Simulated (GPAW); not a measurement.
## Zr3AlN4: band structure with PBE

Zr3AlN4:

```
CELL_PARAMETERS angstrom
3.21491 0.00000 0.00000
0.00000 3.21491 0.00000
0.00000 0.00000 8.97645
ATOMIC_POSITIONS crystal
Zr 0.50000 0.50000 0.24865
Zr 0.00000 0.00000 0.50000
Zr 0.50000 0.50000 0.75135
Al 0.00000 0.00000 0.00000
N 0.50000 0.50000 0.50000
N 0.00000 0.00000 0.77487
N 0.50000 0.50000 0.00000
N 0.00000 0.00000 0.22513
```

The cell comes from a database or a generator and needn't be the stable form of this composition.

- Program: GPAW 26.7.0
- Task: band structure
- Functional: PBE
- Potentials or basis: GPAW PAW data sets (gpaw-data 1.2.1)
- Cutoff: 800 eV
- Basis: pw
- k mesh: 6 × 6 × 2
- Occupations: fermi-dirac, width 0.05 eV
- Spin: no spin polarisation
- Maxiter: 150
- Band path: GXMGZRAZ,XR,MA
- Band points: 60

| Property | Result |
| --- | --- |
| Pressure | -4.7 GPa |
| Largest force | 0.137 eV/Å |
| Band gap along the path | none (metal or under the smearing width) |

Forces on the atoms (eV/Å):
```
Zr   0.000  0.000 -0.049
Zr   0.000  0.000  0.000
Zr   0.000  0.000  0.049
Al   0.000  0.000  0.000
N    0.000  0.000  0.000
N    0.000  0.000 -0.137
N    0.000  0.000  0.000
N    0.000  0.000  0.137
```

Stress tensor (GPa, compression positive):
```
-4.96  0.00  0.00
 0.00 -4.96  0.00
 0.00  0.00 -4.09
```

Levels at the corners of the path, in eV from the Fermi level:
```tsv
point	band 28	band 29	band 30	band 31	band 32	band 33
Γ	-2.29	-2.29	-2.27	-1.15	0.02	0.02
X	-3.01	1.33	1.79	1.91	1.96	2.15
M	-3.08	-3.08	-2.69	1.35	1.35	1.68
Γ	-2.29	-2.29	-2.27	-1.15	0.02	0.02
Z	-2.50	-2.50	-2.37	-1.05	0.52	0.52
R	-3.05	1.07	1.32	2.12	2.34	2.59
A	-3.75	-1.97	-1.97	0.29	0.29	2.61
Z	-2.50	-2.50	-2.37	-1.05	0.52	0.52
X	-3.01	1.33	1.79	1.91	1.96	2.15
R	-3.05	1.07	1.32	2.12	2.34	2.59
M	-3.08	-3.08	-2.69	1.35	1.35	1.68
A	-3.75	-1.97	-1.97	0.29	0.29	2.61
```

Run time: 5.5 min on 1 thread of Arm Neoverse V2, on a shared host, peak memory 0.81 GiB.
